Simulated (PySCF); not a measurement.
# [La(NH3)]3+: other functionals and bases at one geometry

Program: PySCF 2.14.0. Level of theory: several levels, as the steps say, no spin–orbit coupling. These are calculated values, not measurements.

## Step 1: Starting geometry

5 atoms, charge 3, spin multiplicity 1.

Bond lengths: La1–N2 2.486 Å, N2–H3 1.054 Å, N2–H4 1.054 Å, N2–H5 1.054 Å. Angles: La1–N2–H3 115.9°, La1–N2–H4 115.9°, La1–N2–H5 115.9°, H3–N2–H4 102.4°, H3–N2–H5 102.4°, H4–N2–H5 102.4°.

As a file:

```
La    0.0000    0.0000   -0.2237
N     0.0000    0.0000    2.2622
H     0.9488    0.0000    2.7222
H    -0.4744    0.8217    2.7222
H    -0.4744   -0.8217    2.7222
```

Formal oxidation states: La +3. The 4f shell is empty and lies in the core potential. An earlier session relaxed this geometry at PBE, La lcecp-1-SVP with ECP46, N def2-SVP, H def2-SVP (singlet, point group C3v).

At PBE on the finer grid: E = -86.784507 Eh, HOMO -25.26 eV, LUMO -20.52 eV, Mulliken charge on La1 +2.48 e, largest force component 0.010 eV/Å. The large-core potential holds the 4f shell empty.

Levels to run: M06-L; CAM-B3LYP; r2SCAN; BLYP; PBE, f-in-core-III/TZVP; PBE, x2c-SVP. Hardware: 2 threads of Arm Neoverse V1, shared host.

## Step 2: M06-L

Contents of run.py (the lines that set the calculation):

```python
mol = gto.M(atom='''
La     0.00000     0.00000    -0.22372
N      0.00000     0.00000     2.26218
H      0.94882     0.00004     2.72218
H     -0.47444     0.82168     2.72218
H     -0.47438    -0.82172     2.72218''',
    basis={'La': 'lcecp-1-SVP', 'N': 'def2-SVP', 'H': 'def2-SVP'},
    ecp={'La': 'lcecp-1-SVP'},
    charge=3, spin=0)
mf = dft.RKS(mol, xc='M06L')
mf.grids.atom_grid = (75, 302)  # f atoms: unpruned, at least (60, 302)
mf = mf.density_fit()  # fitting sets: La AutoAux, N def2-universal-JKFIT, H def2-universal-JKFIT
mf.conv_tol = 1e-08; mf.max_cycle = 55
mf.kernel(dm0)  # dm0: the density of the relaxed state
```

Launch:

```
$ OMP_NUM_THREADS=2 python run.py
```

**Question.** How long does this run take on 2 threads of Arm Neoverse V1, shared host?

About 2.7 s.
